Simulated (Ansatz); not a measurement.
# CH7GaO: the cost of one run

Program: Ansatz 0.2.0. Level of theory: RKS BLYP/def2-SVP. These are calculated values, not measurements.

## (1) The system as given

Bond lengths: Ga1–H3 1.570 Å, Ga1–H4 1.570 Å, Ga1–O5 2.090 Å, O5–C6 1.420 Å, C6–H7 1.110 Å, C6–H8 1.110 Å, C6–H9 1.110 Å. Angles: H3–Ga1–H4 120.0°, H3–Ga1–O5 97.0°, H4–Ga1–O5 101.2°, Ga1–O5–C6 125.0°, O5–C6–H7 109.5°, O5–C6–H8 109.5°, O5–C6–H9 109.5°, H7–C6–H8 109.4°, H7–C6–H9 109.4°, H8–C6–H9 109.4°.

Structure file:

```xyz
10

Ga    0.0000    0.0000    0.0000
H     0.0000    0.0000    1.9200
H     1.3596    0.0000   -0.7850
H    -1.3596    0.0000   -0.7850
O     0.0874   -1.9815    0.6590
C    -0.5635   -3.0774    0.0332
H     0.1244   -3.9480    0.0016
H    -1.4734   -3.3461    0.6093
H    -0.8509   -2.7960   -1.0014
H     0.0441   -1.0002    1.8157
```

## (2) A restrained relaxation towards end A

Springs on the bonds that form and break draw the guess towards this end; the thresholds are loose.

The input, input.yaml:

```yaml
crystal:
  periodic: [false, false, false]
  atoms:
    - { symbol: Ga, position_ang: [0.0, 0.0, 0.0] }
    - { symbol: H, position_ang: [0.0, 0.0, 1.92] }
    - { symbol: H, position_ang: [1.3596, 0.0, -0.785] }
    - { symbol: H, position_ang: [-1.3596, 0.0, -0.785] }
    - { symbol: O, position_ang: [0.0874, -1.9815, 0.659] }
    - { symbol: C, position_ang: [-0.5635, -3.0774, 0.0332] }
    - { symbol: H, position_ang: [0.1244, -3.948, 0.0016] }
    - { symbol: H, position_ang: [-1.4734, -3.3461, 0.6093] }
    - { symbol: H, position_ang: [-0.8509, -2.796, -1.0014] }
    - { symbol: H, position_ang: [0.0441, -1.0002, 1.8157] }
basis:
  gaussian: { orbitals: def2-SVP }
hamiltonian:
  xc: blyp
relax:
  f_tol: 0.15
  max_steps: 25
  restrain:
    - { distance: [0, 4], at: 2.99, k: 30.0 }
    - { distance: [9, 1], at: 1.86, k: 30.0 }
    - { distance: [0, 1], at: 1.57, k: 30.0 }
    - { distance: [9, 4], at: 1.01, k: 30.0 }
```

Started as:

```
> ansatz run input.yaml --threads 2 --pin off --max-ram 3072MiB --backend cpu --events-out ev --progress --plain --runs-dir out
```

Q: Estimate wall time and peak memory on 2 threads of Arm Neoverse V1, shared host.

About 22 s, with a peak of 0.13 GiB.
